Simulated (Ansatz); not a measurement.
# CH6GeS: the cost of one run

Method: RKS PBE0-D4/def2-SVP, in Ansatz 0.2.0.

## 1. The system as given

Bond lengths: Ge1–S2 2.625 Å, Ge1–C3 1.954 Å, Ge1–H5 1.515 Å, Ge1–H6 1.523 Å, S2–H7 1.326 Å, C3–H8 1.083 Å, C3–H9 1.082 Å. Angles: Ge1–S2–H7 93.9°, S2–Ge1–C3 78.5°, S2–Ge1–H5 101.8°, S2–Ge1–H6 111.5°, C3–Ge1–H5 123.9°, C3–Ge1–H6 124.8°, H5–Ge1–H6 107.4°, Ge1–C3–H8 114.2°, Ge1–C3–H9 115.9°, H8–C3–H9 111.1°.

Structure file:

```xyz
9

Ge   -0.4540    0.9845   -0.1501
S     1.7869   -0.1080   -0.9707
C    -0.7168   -0.8798    0.3731
H     0.4949   -1.1424   -0.2525
H    -0.9923    1.5856   -1.4319
H    -0.1935    2.1310    0.8173
H     2.3201   -0.1412    0.2431
H    -0.6775   -1.0500    1.4422
H    -1.5678   -1.3799   -0.0704
```

## 2. A restrained relaxation towards end A

Springs on the bonds that form and break draw the guess towards this end; the thresholds are loose.

Contents of input.yaml:

```yaml
crystal:
  periodic: [false, false, false]
  atoms:
    - { symbol: Ge, position_ang: [-0.454, 0.9845, -0.1501] }
    - { symbol: S, position_ang: [1.7869, -0.108, -0.9707] }
    - { symbol: C, position_ang: [-0.7168, -0.8798, 0.3731] }
    - { symbol: H, position_ang: [0.4949, -1.1424, -0.2525] }
    - { symbol: H, position_ang: [-0.9923, 1.5856, -1.4319] }
    - { symbol: H, position_ang: [-0.1935, 2.131, 0.8173] }
    - { symbol: H, position_ang: [2.3201, -0.1412, 0.2431] }
    - { symbol: H, position_ang: [-0.6775, -1.05, 1.4422] }
    - { symbol: H, position_ang: [-1.5678, -1.3799, -0.0704] }
basis:
  gaussian: { orbitals: def2-SVP }
hamiltonian:
  xc: pbe0
  dispersion: d4
relax:
  f_tol: 0.15
  max_steps: 25
  restrain:
    - { distance: [3, 1], at: 2.66, k: 30.0 }
    - { distance: [0, 1], at: 2.25, k: 30.0 }
    - { distance: [3, 2], at: 1.07, k: 30.0 }
output:
  orbitals: {}
```

The run is started by

```bash
$ ansatz run input.yaml --threads 2 --pin off --max-ram 3072MiB --backend cpu --events-out ev --progress --plain --runs-dir out
```

**Question.** How long does this run take on 2 threads of Intel Xeon Platinum 8488C (Sapphire Rapids), shared host, and how much memory does it need?

About 16 s, with a peak of 0.22 GiB.
